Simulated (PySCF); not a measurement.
**AlCl₃: structure of the singlet**

The task is one start of a wider search on AlCl₃: the singlet, from a T-shaped start. It is relaxed, tested by its Hessian and followed downhill if it is a saddle.

The runs use PySCF 2.14.0; PBE0, basis Al def2-TZVP, Cl def2-TZVP, no relativity, density fitting.

## Step 1: Starting geometry

4 atoms, charge 0, spin multiplicity 1.

Bond lengths: Al1–Cl2 2.250 Å, Al1–Cl3 2.250 Å, Al1–Cl4 2.250 Å. Angles: Cl2–Al1–Cl3 88.0°, Cl2–Al1–Cl4 88.0°, Cl3–Al1–Cl4 176.0°.

```xyz
4
charge 0 multiplicity 1
Al    0.0000    0.0000    0.0000
Cl    0.0000    0.0000    2.2500
Cl    2.2486    0.0000    0.0785
Cl   -2.2486    0.0000    0.0785
```

## Step 2: The SCF at the typed geometry

One driver script runs all steps and calls PySCF; scf.py shows how it sets up the SCF of each step. The optimiser is the driver's own. After this first run the driver tries any further starts and a stability analysis.

Contents of scf.py:

```python
from pyscf import gto, scf, dft
mol = gto.M(atom='''
Al     0.000000     0.000000     0.000000
Cl     0.000000     0.000000     2.250000
Cl     2.248600     0.000000     0.078500
Cl    -2.248600     0.000000     0.078500''',
    basis={'Al': 'def2-TZVP', 'Cl': 'def2-TZVP'},
    charge=0, spin=0)
mf = dft.RKS(mol, xc='PBE0')
mf.grids.atom_grid = (50, 194)
aux = {'Al': 'def2-universal-JKFIT', 'Cl': 'def2-universal-JKFIT'}
mf = mf.density_fit(auxbasis=aux)
mf.conv_tol = 1e-08
mf.diis_space = 10
mf.max_cycle = 60
mf.init_guess = 'minao'
mf.verbose = 4
mf.kernel()
```

Launch:

```
$ OMP_NUM_THREADS=4 python axn.py task.json out
```

The runs that follow: Relaxation: T-shaped start, singlet; Is it a minimum? Harmonic modes.

Q: Predict the outcome of this session. Wanted: minimum; geometry; wavenumbers; dipole moment; highest occupied, lowest empty level; polar-tensor charge of Al1; zero-point energy; atomisation energy.

As calculated:

```
                                 quantity                                      value
                                  minimum                               singlet, D3h
                                 geometry   Al–Cl 2.070 Å (×3); Cl–Al–Cl 120.0° (×3)
                       wavenumbers (cm⁻¹)  144 (e'), 203 (a2''), 387 (a1'), 626 (e')
                            dipole moment                                     0.00 D
     highest occupied, lowest empty level                            -9.38, -1.27 eV
               polar-tensor charge of Al1                                    +1.59 e
                        zero-point energy                                12.7 kJ/mol
                      entropy at 298.15 K                            313.2 J/(mol K)
atomisation energy (no zero-point energy)                                1278 kJ/mol
```

From C2v at the start the molecule goes to a D3h minimum. The strongest infrared band lies at 626 cm⁻¹ (e'). The dipole vanishes although Al1 carries +1.6 e by the polar tensor: the bond dipoles cancel. Only this shape and spin were tried, so other structures or states may lie lower.
